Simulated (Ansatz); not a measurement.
# C₃H₅Ga: small, medium and large basis sets

An exercise on one series of results from a longer session: the logs are not shown, and one member is left open.

Program: Ansatz 0.2.0, Gaussian basis. Level of theory: one geometry, several basis sets. These are calculated values, not measurements.

Levels to be run: PBE0-D4/def2-SVP; ωB97M-V/def2-SVP; PBE0-D4/def2-QZVPP; ωB97M-V/def2-QZVPP; the functionals' def2-TZVPP values are taken from earlier runs.

## The relaxed structure

The geometry comes from an earlier relaxation with PBE0-D4 in a triple-zeta def2 set; it is a stationary point, not always the lowest conformer.

SMILES `C#[C][GaH][CH3]`, 9 atoms, charge 0, spin multiplicity 1.

Atoms are counted from 1 here; the program's logs count them from 0.

Bond lengths: C1–C2 1.210 Å, C1–H5 1.066 Å, C2–Ga3 1.925 Å, Ga3–C4 1.958 Å, Ga3–H6 1.564 Å, C4–H7 1.093 Å, C4–H8 1.090 Å, C4–H9 1.094 Å. Angles: C2–C1–H5 179.8°, C1–C2–Ga3 179.3°, C2–Ga3–C4 117.4°, C2–Ga3–H6 117.1°, C4–Ga3–H6 125.5°, Ga3–C4–H7 109.9°, Ga3–C4–H8 112.6°, Ga3–C4–H9 109.4°, H7–C4–H8 109.1°, H7–C4–H9 106.9°, H8–C4–H9 108.7°.

Set-up of the first run:

Contents of in.yaml:

```yaml
crystal:
  periodic: [false, false, false]
  atoms:
    - {symbol: C, position_ang: [1.498664, 0.816844, -2.138703]}
    - {symbol: C, position_ang: [0.949987, 0.745177, -1.062752]}
    - {symbol: Ga, position_ang: [0.068774, 0.611242, 0.643682]}
    - {symbol: C, position_ang: [-1.036127, -0.972517, 0.966356]}
    - {symbol: H, position_ang: [1.983669, 0.883075, -3.086121]}
    - {symbol: H, position_ang: [0.292565, 1.783125, 1.655453]}
    - {symbol: H, position_ang: [-0.451410, -1.877158, 0.782102]}
    - {symbol: H, position_ang: [-1.435172, -1.006293, 1.979950]}
    - {symbol: H, position_ang: [-1.870961, -0.983485, 0.260043]}
basis:
  gaussian: {orbitals: def2-SVP}
hamiltonian: {xc: pbe0, dispersion: d4}
output: {orbitals: {seedname: orbitals}}
```

Among the steps run: PBE0-D4 in def2-SVP; ωB97M-V in def2-SVP; PBE0-D4 in def2-QZVPP; ωB97M-V in def2-QZVPP.

One of the session's tables, all rows but one given; the rest of the session is left out.

It belongs to the step «Density functionals: the series». 

| functional | basis | HOMO (eV) | LUMO (eV) |
| --- | --- | --- | --- |
| PBE0-D4 | def2-SVP | -7.64 | -1.52 |
| PBE0-D4 | def2-TZVPP | ? | ? |
| PBE0-D4 | def2-QZVPP | -7.71 | -1.61 |
| ωB97M-V | def2-SVP | -9.83 | 0.24 |
| ωB97M-V | def2-TZVPP | -9.91 | 0.16 |
| ωB97M-V | def2-QZVPP | -9.92 | 0.04 |

Estimate the missing values for PBE0-D4, def2-TZVPP.

The run gave: HOMO (eV): -7.70; LUMO (eV): -1.58. In the column «HOMO (eV)» it lies between PBE0-D4, def2-QZVPP (-7.71) and PBE0-D4, def2-SVP (-7.64).
